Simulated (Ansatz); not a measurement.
**TiH (doublet): wave-function methods side by side at distance Ti1–H2 = 1.886 Å, def2-TZVP**

How much of the correlation energy of TiH (doublet) does each wave-function method recover here?

Computed with Ansatz 0.2.0, Gaussian basis. Level: def2-TZVP, core rule «outside noble gas», up to 9 orbitals frozen.

To be run: UHF; CCSD(T) on ROHF; CCSD(T) on UHF; CISD as a restricted active space (open shells left free, so some higher excitations enter); CCSDT(Q) on ROHF; CCSDT(Q) on UHF; CASSCF and MRCISD+Q, 3 electrons in 3 orbitals; CASSCF and NEVPT2, 3 electrons in 3 orbitals; Full CI; Full CI in the symmetry of the determinant.

50 further runs of the same task are left out: 33 for a known fault of the program, 10 that didn't finish, 7 set aside as unsound or not needed. Runs told in other sessions of the task aren't counted.

## 1. The geometry

The geometry derives from a PBE0/def2-TZVP stationary point (not a proven minimum). One bond is set to the value named and the two fragments are kept rigid.

2 atoms, charge 0, spin multiplicity 2.

Atoms are counted from 1 here; the program's logs count them from 0.

Bond lengths: Ti1–H2 1.886 Å.

## 2. UHF

Contents of in.yaml:

```yaml
crystal:
  periodic: [false, false, false]
  atoms:
    - {symbol: Ti, position_ang: [0.000000, 0.000000, 0.000000]}
    - {symbol: H, position_ang: [0.000000, 0.000000, 1.886000]}
basis:
  gaussian: {orbitals: def2-TZVP}
magnetization: {spin_polarized: true, initial_magnetization: 1}
hamiltonian: {xc: hf}
output: {orbitals: {seedname: orbitals}}
```

Launch:

```bash
$ ansatz run in.yaml --threads 1 --pin off --events-out ev --progress --plain --max-ram 2393MiB
```

Further steps of the session: CCSD(T) on ROHF; CCSD(T) on UHF; CISD as a restricted active space (open shells left free, so some higher excitations enter); CCSDT(Q) on ROHF; CCSDT(Q) on UHF; CASSCF and MRCISD+Q, 3 electrons in 3 orbitals; CASSCF and NEVPT2, 3 electrons in 3 orbitals; Full CI; Full CI in the symmetry of the determinant.

Q: Predict the results of all the runs planned. Wanted: FCI from the RHF energy; RMP2 from FCI; RCCSD from FCI; RCCSD(T) from FCI; RCCSDT(Q) from FCI; T1 diagnostic; effectively unpaired electrons.

As calculated:

```
                         quantity              value
          FCI from the ROHF energy         -3.0371 eV
                    RMP2 from FCI        +1042.8 meV
                   RCCSD from FCI         +162.2 meV
                RCCSD(T) from FCI          +51.9 meV
               RCCSDT(Q) from FCI           +0.7 meV
levels within 1 kcal/mol (43 meV)  RCCSDT, RCCSDT(Q)
                    T1 diagnostic              0.132
   effectively unpaired electrons               1.60
```

What this shows: RCCSD(T) misses by +51.9 meV, 1.7 % of the correlation energy. The occupations show static correlation (1.60 effectively unpaired electrons where one determinant has 1). These misses are within one basis, not against nature.

With open shells the CI space here admits some higher excitations, so it is larger than plain CISD.
